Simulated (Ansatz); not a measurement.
# PH3S (SMILES [PH3]=S) at r2SCAN/STO-3G

Aim: the electronic atomisation energy of PH3S at r2SCAN/STO-3G, from 4 runs. 

The results are computed with Ansatz 0.2.0.

47 further runs of the same task are left out: 47 set aside as unsound or not needed.

### 1 The molecule

PH3S has 5 atoms, charge 0, and is taken as a singlet. SMILES: `[PH3]=S`. The shape is that of a GFN2-xTB optimisation.

Bond lengths: P1–S2 1.914 Å, P1–H3 1.394 Å, P1–H4 1.394 Å, P1–H5 1.394 Å. Angles: S2–P1–H3 118.2°, S2–P1–H4 118.2°, S2–P1–H5 118.2°, H3–P1–H4 99.6°, H3–P1–H5 99.4°, H4–P1–H5 99.4°.

### 2 The energy at r2SCAN/STO-3G

The input, input.yaml:

```yaml
basis:
  gaussian: {orbitals: STO-3G}
crystal:
  periodic: [false, false, false]
  atoms:
    - symbol: P
      position_ang: [0.007920, -0.006600, 0.007660]
    - symbol: S
      position_ang: [1.261690, -0.941140, 1.111260]
    - symbol: H
      position_ang: [-1.166840, 0.461930, 0.594540]
    - symbol: H
      position_ang: [-0.532470, -0.676580, -1.089190]
    - symbol: H
      position_ang: [0.429710, 1.162380, -0.624270]
accuracy: high
hamiltonian: {xc: r2scan}
```

On the command line:

```sh
$ ansatz run input.yaml --threads 1 --pin off --max-ram 2610MiB --events-out events.jsonl --progress --plain --runs-dir runs
```

Log:

```text
Warning: RAYON_NUM_THREADS=1 ignored (pool sized by the plan → 1); use --threads N
Functional definition: r2SCAN
  name "r2SCAN"
  parameter k0 = 0.174
  parameter k1 = 0.065
  parameter a1 = 4.9479
  exchange = r2scan_x(k0 = k0, k1 = k1, a1 = a1)
  correlation = r2scan_c
365 factors; integrals over basis functions are off by at most 2.7e-8 eV
mean field evaluation 1: about -19940.8111 eV, gradient 2.9e1 eV
mean field evaluation 2: about -19916.5177 eV, gradient 9.1e1 eV
mean field evaluation 4: about -19944.2692 eV, gradient 2.9e0 eV
mean field evaluation 8: about -19944.2804 eV, gradient 4.2e-2 eV
mean field evaluation 16: about -19944.2804 eV, gradient 1.1e-8 eV
mean field -19944.28039057 eV, -732.9387856346 hartree, gradient 1.3e-8 eV, S^2 0.000000; 0 other end points of the search recorded, 0 dependent functions left out
reference -19944.28039092 eV, -732.9387856477 hartree; 17, 17 occupied and 4, 4 virtual orbitals, 365 factors
Total energy: -19944.28039092 eV, -732.9387856477 hartree
```

It took 1.3 s on 1 thread of Intel Xeon 6975P-C (Granite Rapids), shared host; peak memory 0.15 GiB.

### 3 The H atom, same level

The input, job.yaml:

```yaml
crystal:
  periodic: [false, false, false]
  atoms:
    - {symbol: H, position_ang: [0.000000, 0.000000, 0.000000]}
basis:
  gaussian:
    orbitals: STO-3G
magnetization:
  spin_polarized: true
  initial_magnetization: 1
hamiltonian:
  xc: r2scan
accuracy: high
```

Run the same way, it converges to -0.46646 Eh (log not shown).

### 4 The P atom, same level

The input, input.yaml:

```yaml
crystal:
  periodic: [false, false, false]
  atoms:
    - {symbol: P, position_ang: [0.000000, 0.000000, 0.000000]}
basis:
  gaussian: {orbitals: STO-3G}
magnetization: {spin_polarized: true, initial_magnetization: 3}
hamiltonian: {xc: r2scan}
accuracy: high
```

Run the same way, it converges to -337.34474 Eh (log not shown).

### 5 The S atom

The input, job.yaml:

```yaml
crystal:
  periodic: [false, false, false]
  atoms:
    - {symbol: S, position_ang: [0.000000, 0.000000, 0.000000]}
basis:
  gaussian:
    orbitals: STO-3G
magnetization:
  spin_polarized: true
  initial_magnetization: 2
hamiltonian:
  xc: r2scan
accuracy: high
```

Run the same way, it converges to -393.65620 Eh (log not shown).

### 6 Summary of results

At r2SCAN/STO-3G:

```
                     quantity          value
       molecule: total energy  -732.93879 Eh
         H atom: total energy    -0.46646 Eh
                 H atom: ⟨S²⟩          0.750
         P atom: total energy  -337.34474 Eh
                 P atom: ⟨S²⟩          3.750
         S atom: total energy  -393.65620 Eh
                 S atom: ⟨S²⟩          2.000
electronic atomisation energy      14.652 eV
```

In words: Taking the molecule apart into free atoms costs 14.65 eV (338 kcal/mol), before zero-point energy and without spin-orbit coupling. In a minimal basis such a difference can be off by several eV, whatever the method.
